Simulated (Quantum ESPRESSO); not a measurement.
Runs of Quantum ESPRESSO 7.5 on In2H. The cell holds a sheet with vacuum, 3 atoms: a = 4.956 Å, b = 4.956 Å, c = 25.487 Å, α = 90.00°, β = 90.00°, γ = 120.00°. The cell was built by a generator and needn't be a form met in nature.

```csv
level,form of the LDA correlation,gap on the mesh (eV),work function (eV)
LDA,PZ81,none,4.27
PBEsol,-,none,4.02
revPBE,-,none,3.78
AM05,-,none,(b)
WC,-,none,(a)
```

Alike in all rows: task work function; potentials or basis SG15 PBE 1.2; no spin polarisation; cell as given; k mesh 6 × 6 × 1; cutoff (eV) 952; smearing fermi-dirac 0.05 eV.

Estimate the missing entries.

(a) 4.00; (b) 3.89.

A k mesh can miss the band edges, and the runs leave out spin-orbit coupling on In.

A gap of «none» marks a metal or a gap under the smearing width.

Runs at the PBE level aren't shown here.
